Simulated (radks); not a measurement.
# Ne⁴⁺ in [He] 2s2 2p1.75 3d0.25: an all-electron calculation

The task here is to estimate one member of a computed series from the others.

Program: radks (a radial shooting solver on a logarithmic mesh, Libxc functionals) version 1. Level of theory: non-relativistic Kohn-Sham, XLYP, spin-polarised, spherical densities, point nucleus; open shells are filled with parallel spins first. These are calculated values, not measurements, unless marked.

## The system

- element: neon (Z = 10)
- charge: +4
- electrons: 6
- configuration: [He] 2s2 2p1.75 3d0.25

Set-up of the first run:

The run's settings:

```text
Z 10
configuration [He] 2s2 2p1.75 3d0.25 3s0 3p0 4d0 4f0
relativity non-relativistic
functional xlyp
spin polarised
nucleus point
```

The run is started by

```sh
python run_ks.py task.json out
```

All runs below come from this command, one after another.

Among the steps run: Self-consistent calculation.

One of the session's tables, all rows but one given; the rest of the session is left out.

It belongs to the step «Shells». Sizes of the orbitals, from the radial functions (bohr):

```
  level     <r>  outermost maximum (interpolated)  90 % within  nodes
  1s up       ?                                 ?            ?      ?
1s down  0.1575                             0.103        0.282      0
  2s up  0.7543                             0.625         1.17      1
2s down  0.7666                             0.630         1.19      1
  2p up  0.6918                             0.529         1.13      0
2p down  0.7076                             0.536         1.17      0
  3s up   2.053                              1.89         2.99      2
  3p up   2.113                              1.93         3.14      1
  3d up   2.028                              1.71         3.12      0
  4f up   3.898                              3.49         5.65      0
```

Estimate the missing values for 1s up.

The run gave: <r>: 0.1579; outermost maximum (interpolated): 0.103; 90 % within: 0.282; nodes: 0. In the column «<r>» it lies between 1s down (0.1575) and 2p up (0.6918).
